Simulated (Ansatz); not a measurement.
# H7NOSSi: the cost of one run

All numbers below are computed with Ansatz 0.2.0 (RKS r2SCAN-D4/def2-SVP).

**1. The system as given**

Bond lengths: Si1–S2 2.524 Å, Si1–H3 1.461 Å, Si1–H4 1.472 Å, Si1–N5 1.708 Å, Si1–O7 2.071 Å, S2–H8 1.323 Å, N5–H9 1.005 Å, N5–H10 1.005 Å, O7–H11 0.958 Å. Angles (14 of 15 angles, heavy atoms first): S2–Si1–N5 117.8°, S2–Si1–O7 74.8°, N5–Si1–O7 83.8°, Si1–S2–H8 93.1°, S2–Si1–H3 105.3°, S2–Si1–H4 88.1°, H3–Si1–N5 131.2°, H3–Si1–O7 86.5°, H4–Si1–N5 98.1°, H4–Si1–O7 161.4°, Si1–N5–H9 122.2°, Si1–N5–H10 120.7°, Si1–O7–H11 116.6°, H3–Si1–H4 105.5°.

Structure file:

```xyz
11

Si   -0.7668    0.2104   -0.0703
S    -0.0256   -1.1038    1.9536
H    -1.7193   -0.6538   -0.7624
H    -1.5773    1.0471    0.8304
N     0.2782    1.4291   -0.6545
H     0.8379   -1.4828    0.4314
O     0.7048   -1.0705   -0.7646
H     0.8657   -0.1926    2.3070
H     0.9947    1.2396   -1.3338
H    -0.0045    2.3933   -0.6472
H     0.4122   -1.8161   -1.2896
```

**2. A restrained relaxation towards end A**

Springs on the bonds that form and break draw the guess towards this end; the thresholds are loose.

Contents of input.yaml:

```yaml
crystal:
  periodic: [false, false, false]
  atoms:
    - { symbol: Si, position_ang: [-0.7668, 0.2104, -0.0703] }
    - { symbol: S, position_ang: [-0.0256, -1.1038, 1.9536] }
    - { symbol: H, position_ang: [-1.7193, -0.6538, -0.7624] }
    - { symbol: H, position_ang: [-1.5773, 1.0471, 0.8304] }
    - { symbol: "N", position_ang: [0.2782, 1.4291, -0.6545] }
    - { symbol: H, position_ang: [0.8379, -1.4828, 0.4314] }
    - { symbol: O, position_ang: [0.7048, -1.0705, -0.7646] }
    - { symbol: H, position_ang: [0.8657, -0.1926, 2.307] }
    - { symbol: H, position_ang: [0.9947, 1.2396, -1.3338] }
    - { symbol: H, position_ang: [-0.0045, 2.3933, -0.6472] }
    - { symbol: H, position_ang: [0.4122, -1.8161, -1.2896] }
basis:
  gaussian: { orbitals: def2-SVP }
hamiltonian:
  xc: r2scan
  dispersion: d4
relax:
  f_tol: 0.15
  max_steps: 25
  restrain:
    - { distance: [0, 6], at: 3.07, k: 30.0 }
    - { distance: [5, 1], at: 2.66, k: 30.0 }
    - { distance: [0, 1], at: 2.16, k: 30.0 }
    - { distance: [5, 6], at: 0.97, k: 30.0 }
```

The run is started by

```bash
ansatz run input.yaml --threads 2 --pin off --max-ram 3072MiB --backend cpu --events-out ev --progress --plain --runs-dir out
```

What time and memory should one allow on 2 threads of Intel Xeon Platinum 8488C (Sapphire Rapids), shared host?

About 33 s, with a peak of 0.19 GiB.
